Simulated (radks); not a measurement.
# The Coulomb parameter U of the 4d shell of Mo³⁺

Aim: U as the second difference [E(n + 0.5) + E(n − 0.5) − 2E(n)]/0.5², with all orbitals relaxed. Bare: the atom's charge changes with n. Screened: the 5s shell takes up the change. The start is a model configuration, not necessarily the ground state.

Program: radks (a radial shooting solver on a logarithmic mesh, Libxc functionals) version 1. Level of theory: scalar-relativistic Kohn-Sham, r2SCAN, spin-unpolarised, spherical densities, finite nucleus. These are calculated values, not measurements, unless marked.

## 1. The system

- element: molybdenum (Z = 42)
- charge: +3
- electrons: 39
- configuration: [Kr] 4d1.5 5s1.5
- nuclear rms radius: 4.4091 fm

## 2. Start: [Kr] 4d1.5 5s1.5

Settings of this run:

```text
Z 42
configuration [Kr] 4d1.5 5s1.5
relativity scalar-relativistic
functional r2scan,r2scan
spin unpolarised
nucleus finite rms 4.4091 fm
c 137.035999084
```

## 3. Bare +0.5: [Kr] 4d2 5s1.5

Input: that of step 2 with these lines changed.

```diff
@@ -1,3 +1,3 @@
 Z 42
-configuration [Kr] 4d1.5 5s1.5
+configuration [Kr] 4d2 5s1.5
 relativity scalar-relativistic
```

## 4. Bare -0.5: [Kr] 4d1 5s1.5

Input: that of step 3 with these lines changed.

```diff
@@ -1,3 +1,3 @@
 Z 42
-configuration [Kr] 4d2 5s1.5
+configuration [Kr] 4d1 5s1.5
 relativity scalar-relativistic
```

## 5. Screened +0.5: [Kr] 4d2 5s1

Input: that of step 4 with these lines changed.

```diff
@@ -1,3 +1,3 @@
 Z 42
-configuration [Kr] 4d1 5s1.5
+configuration [Kr] 4d2 5s1
 relativity scalar-relativistic
```

## 6. Screened -0.5: [Kr] 4d1 5s2

Input: that of step 5 with these lines changed.

```diff
@@ -1,3 +1,3 @@
 Z 42
-configuration [Kr] 4d2 5s1
+configuration [Kr] 4d1 5s2
 relativity scalar-relativistic
```

Before running it: what results should come out?

As calculated:

```csv
quantity,value (eV)
"U, bare",13.188
"U, screened by 5s",1.337
"F0(4d,4d), frozen orbitals",16.021
```

Relaxing the orbitals brings U down to 82 % of the Slater integral F0. Letting 5s compensate leaves 10 % of the bare value; this second difference measures U(4d,4d) + U(5s,5s) − 2U(4d,5s). A solid screens further than the bare atom, so the bare value is an upper guide for the U of a crystal.
